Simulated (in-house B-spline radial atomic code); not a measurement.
# Kr⁷⁺: ionisation energy by several methods

An exercise on one series of results from a longer session: the logs are not shown, and one member is left open.

Method: non-relativistic, several functionals, spin-polarised, exact exchange averaged over the configuration; spherical all-electron atom at the radial basis limit. Code: in-house B-spline radial atomic code version 1.

### The atom as given

```
element       : krypton (Z = 36)
charge        : +7
electrons     : 29
configuration : [Ar] 3d10 4s1
nucleus       : point
```

Outer shells as boxes (Hund's rule):

[Ar] 3d10 4s1
```
[Ar] core
3d [↑↓][↑↓][↑↓][↑↓][↑↓]
4s [↑ ]
```

Where spins are not typed, each open shell is filled with up spins first.

The first run:

Settings, as recorded:

```ini
Z = 36
electrons = 29.0
configuration = [Ar] 3d10 4s1
hamiltonian = nr
method = b97_1
spin_polarised = True
exact_exchange = averaged over the configuration
```

Run with:

```sh
$ python run_scf.py task.json out
```

The settings of every run stand in task.json; they run in order.

Among the steps run: B97-1, a global hybrid; PBE0, a global hybrid; HSE06, a range-separated hybrid; ωB97X, a range-separated hybrid; B3LYP, a global hybrid.

One of the session's tables, all rows but one given; the rest of the session is left out.

```
method  ΔSCF (eV)
 B97-1          ?
  PBE0     124.81
 B3LYP     125.47
 HSE06     124.91
 ωB97X     123.39
```

**Question.** Estimate the row for B97-1.

**Answer.** ΔSCF (eV): 124.35. In the column «ΔSCF (eV)» it lies between ωB97X (123.39) and PBE0 (124.81).

To keep in mind: These runs leave out relativity, which matters at this nuclear charge.
